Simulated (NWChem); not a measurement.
# CH3BeF (BeMeF) at KT2 (NWChem form)/STO-6G (density fitting), part 1 of 2

Aim: the vertical electron affinity of CH3BeF (BeMeF) at KT2 (NWChem form)/STO-6G (density fitting), from 2 runs. 

The results are computed with NWChem 7.3.0.

3 further runs of the same task are left out: 1 that didn't finish, 2 set aside as unsound or not needed.

### 1 The molecule

The species is CH3BeF (6 atoms), meant as a singlet with charge 0. As SMILES, `[CH3][Be][F]`. The shape comes from GFN2-xTB, which is rough for such elements, and wasn't checked as a minimum.

Bond lengths: Be1–C2 1.721 Å, Be1–F6 1.377 Å, C2–H3 1.088 Å, C2–H4 1.089 Å, C2–H5 1.089 Å. Angles: C2–Be1–F6 179.4°, Be1–C2–H3 114.2°, Be1–C2–H4 113.8°, Be1–C2–H5 113.7°, H3–C2–H4 104.7°, H3–C2–H5 104.7°, H4–C2–H5 104.7°.

### 2 Energy and one-electron properties at KT2 (NWChem form)/STO-6G (density fitting)

Input file ch3bef.nw:

```
start ch3bef
title "CH3BeF properties"
memory total 2200 mb
charge 0
geometry
zmatrix
  Be
  C 1 1.720553
  H 2 1.087546 1 114.19801
  H 2 1.088726 3 104.70058 1 125.07344
  H 2 1.088889 3 104.73873 4 109.87998
  F 1 1.376798 5 154.9494 2 178.66343
end
end
basis spherical
* library STO-6G
end
basis "cd basis" spherical
* library "dgauss a2 dft coulomb fitting"
end
dft
xc kt2
grid fine
convergence energy 1e-08
print low
end
property
dipole
electrondensity
end
task dft property
```

The run is started by

```
$ nwchem ch3bef.nw > ch3bef.out
```

Log:

```text
Northwest Computational Chemistry Package (NWChem) 7.3.0
             --------------------------------------------------------

           Job information
           ---------------

    nwchem branch   = 7.3.0
    use scalapack   = T
    input           = ch3bef.nw
    prefix          = ch3bef.
    data base       = ./ch3bef.db
    status          = startup
    nproc           =        1

           Memory information
           ------------------

    heap     =     72089598 doubles =      550.0 Mbytes
    stack    =     72089595 doubles =      550.0 Mbytes
    global   =    144179200 doubles =     1100.0 Mbytes (distinct from heap & stack)
    total    =    288358393 doubles =     2200.0 Mbytes
    verify   = yes
    hardfail = no

           Directory information
           ---------------------

  0 permanent = .
  0 scratch   = .

                                NWChem Input Module
                                -------------------

                                 CH3BeF properties
                                 -----------------

 Scaling coordinates for geometry "geometry" by  1.889725989
 (inverse scale =  0.529177249)

 C1  symmetry detected

                             Geometry "geometry" -> ""
                             -------------------------

 Output coordinates in angstroms (scale by  1.889725989 to convert to a.u.)

  No.       Tag          Charge          X              Y              Z
 ---- ---------------- ---------- -------------- -------------- --------------
    1 Be                   4.0000    -0.00228693    -0.20074268     0.00705157
    2 C                    6.0000     0.00007691     1.51979222    -0.00047872
    3 H                    1.0000    -0.39358715     1.97008886     0.90782621
    4 H                    1.0000    -0.59143301     1.95580809    -0.80380335
    5 H                    1.0000     0.99072977     1.95594446    -0.11904256
    6 F                    9.0000     0.00033074    -1.57751378    -0.00114603

      Atomic Mass
      -----------

      Be                 9.012180
      C                 12.000000
      H                  1.007825
      F                 18.998400

 Effective nuclear repulsion energy (a.u.)      46.6730361362

            Nuclear Dipole moment (a.u.)
            ----------------------------
        X                 Y               Z
 ---------------- ---------------- ----------------
    -0.0000000000     0.0000000000     0.0000000000

                                Z-matrix (user)
                                --------

 Units are Angstrom for bonds and degrees for angles

      Type          Name      I     J     K     L     M      Value
      ----------- --------  ----- ----- ----- ----- ----- ----------
    1 Stretch                  2     1                       1.72055
    2 Stretch                  3     2                       1.08755
    3 Bend                     3     2     1               114.19801
    4 Stretch                  4     2                       1.08873
    5 Bend                     4     2     3               104.70058
    6 Torsion                  4     2     3     1         125.07344
    7 Stretch                  5     2                       1.08889
    8 Bend                     5     2     3               104.73873
    9 Torsion                  5     2     3     4         109.87998
   10 Stretch                  6     1                       1.37680
   11 Bend                     6     1     5               154.94940
   12 Torsion                  6     1     5     2         178.66343

            XYZ format geometry
            -------------------
     6
 geometry
 Be                   -0.00228693    -0.20074268     0.00705157
 C                     0.00007691     1.51979222    -0.00047872
 H                    -0.39358715     1.97008886     0.90782621
 H                    -0.59143301     1.95580809    -0.80380335
 H                     0.99072977     1.95594446    -0.11904256
 F                     0.00033074    -1.57751378    -0.00114603

 ==============================================================================
                                internuclear distances
 ------------------------------------------------------------------------------
       center one      |      center two      | atomic units |  angstroms
 ------------------------------------------------------------------------------
    2 C                |   1 Be               |     3.25137  |     1.72055
    3 H                |   2 C                |     2.05516  |     1.08755
    4 H                |   2 C                |     2.05739  |     1.08873
    5 H                |   2 C                |     2.05770  |     1.08889
    6 F                |   1 Be               |     2.60177  |     1.37680
 ------------------------------------------------------------------------------
                         number of included internuclear distances:          5
 ==============================================================================

 ==============================================================================
                                 internuclear angles
 ------------------------------------------------------------------------------
        center 1       |       center 2       |       center 3       |  degrees
 ------------------------------------------------------------------------------
    2 C                |   1 Be               |   6 F                |   179.38
    1 Be               |   2 C                |   3 H                |   114.20
    1 Be               |   2 C                |   4 H                |   113.76
    1 Be               |   2 C                |   5 H                |   113.72
    3 H                |   2 C                |   4 H                |   104.70
    3 H                |   2 C                |   5 H                |   104.74
    4 H                |   2 C                |   5 H                |   104.69
 ------------------------------------------------------------------------------
                            number of included internuclear angles:          7
 ==============================================================================

 Summary of "ao basis" -> "" (spherical)
 ------------------------------------------------------------------------------
       Tag                 Description            Shells   Functions and Types
 ---------------- ------------------------------  ------  ---------------------
 *                           STO-6G                   on all atoms

 Summary of "cd basis" -> "" (spherical)
 ------------------------------------------------------------------------------
       Tag                 Description            Shells   Functions and Types
 ---------------- ------------------------------  ------  ---------------------
 *                dgauss a2 dft coulomb fitting       on all atoms

                              NWChem Property Module
                              ----------------------

                                 CH3BeF properties

  itol2e modified to match energy
  convergence criterion.

                                 NWChem DFT Module
                                 -----------------

                                 CH3BeF properties

                      Basis "ao basis" -> "ao basis" (spherical)
                      -----
  [basis functions not shown]

 Summary of "ao basis" -> "ao basis" (spherical)
 ------------------------------------------------------------------------------
       Tag                 Description            Shells   Functions and Types
 ---------------- ------------------------------  ------  ---------------------
 Be                          STO-6G                  3        5   2s1p
 C                           STO-6G                  3        5   2s1p
 H                           STO-6G                  1        1   1s
 F                           STO-6G                  3        5   2s1p

                      Basis "cd basis" -> "cd basis" (spherical)
                      -----
  [basis functions not shown]

 Summary of "cd basis" -> "cd basis" (spherical)
 ------------------------------------------------------------------------------
       Tag                 Description            Shells   Functions and Types
 ---------------- ------------------------------  ------  ---------------------
 Be               dgauss a2 dft coulomb fitting     10       18   7s2p1d
 C                dgauss a2 dft coulomb fitting     16       40   8s4p4d
 H                dgauss a2 dft coulomb fitting      6       12   4s1p1d
 F                dgauss a2 dft coulomb fitting     16       40   8s4p4d

  Caching 1-el integrals
   Time after variat. SCF:      0.3
   Time prior to 1st pass:      0.3

           Memory utilization after 1st SCF pass:
           Heap Space remaining (MW):       37.50            37498342
          Stack Space remaining (MW):       72.06            72061476

   convergence    iter        energy       DeltaE   RMS-Dens  Diis-err    time
 ---------------- ----- ----------------- --------- --------- ---------  ------
 d= 0,ls=0.0,diis     1   -156.1505136773 -2.03D+02  1.45D-01  3.41D-01     0.6
 d= 0,ls=0.0,diis     2   -154.8936084691  1.26D+00  9.27D-02  1.13D+01     0.8
 d= 0,ls=0.0,diis     3   -156.2204504380 -1.33D+00  1.90D-02  1.89D-01     1.0
 d= 0,ls=0.0,diis     4   -156.2504065800 -3.00D-02  4.97D-03  5.28D-03     1.1
 d= 0,ls=0.0,diis     5   -156.2512360833 -8.30D-04  1.12D-03  5.60D-04     1.3
  Resetting Diis
 d= 0,ls=0.0,diis     6   -156.2513369649 -1.01D-04  6.23D-05  1.58D-06     1.6
 d= 0,ls=0.0,diis     7   -156.2513372605 -2.96D-07  1.93D-05  1.32D-08     1.8
 d= 0,ls=0.0,diis     8   -156.2513372568  3.75D-09  1.12D-05  3.90D-08     2.0
 d= 0,ls=0.0,diis     9   -156.2513372640 -7.24D-09  2.48D-06  1.21D-09     2.2

         Total DFT energy =     -156.251337264034
      One electron energy =     -304.803031732089
           Coulomb energy =      124.300448176667
    Exchange-Corr. energy =      -22.421789844857
 Nuclear repulsion energy =       46.673036136245

 Numeric. integr. density =       21.999999912682

     Total iterative time =      1.9s

          -------------
          Dipole Moment
          -------------

 Center of charge (in au) is the expansion point
         X =      -0.0000000 Y =       0.0000000 Z =       0.0000000

   Dipole moment        0.0795390454 A.U.
             DMX       -0.0002102810 DMXEFC        0.0000000000
             DMY       -0.0795081355 DMYEFC        0.0000000000
             DMZ        0.0022072391 DMZEFC        0.0000000000
   -EFC- dipole         0.0000000000 A.U.
   Total dipole         0.0795390454 A.U.

   Dipole moment        0.2021696157 Debye(s)
             DMX       -0.0005344850 DMXEFC        0.0000000000
             DMY       -0.2020910501 DMYEFC        0.0000000000
             DMZ        0.0056102846 DMZEFC        0.0000000000
   -EFC- dipole         0.0000000000 DEBYE(S)
   Total dipole         0.2021696157 DEBYE(S)

 1 a.u. = 2.541766 Debyes

          ---------------------
          Electron/spin density
          ---------------------

 1 a.u. = 4.80286 10**(-10) esu

 Total electron density
 ----------------------
   Point      X         Y         Z      Density (a.u.)
    1 Be  -0.00432  -0.37935   0.01333      28.790078
    2 C    0.00015   2.87199  -0.00090     105.875100
    3 H   -0.74377   3.72293   1.71554       0.476781
    4 H   -1.11765   3.69594  -1.51897       0.476731
    5 H    1.87221   3.69620  -0.22496       0.476709
    6 F    0.00063  -2.98107  -0.00217     382.594406

 Task  times  cpu:        2.2s     wall:        2.2s
 Total times  cpu:        2.2s     wall:        2.2s
```

Wall time 2.8 s (1 thread of Intel Xeon Platinum 8259CL at 2.50GHz (Skylake/Cascade Lake), shared host); peak memory 0.11 GiB.

(Continued in part 2 of 2.)
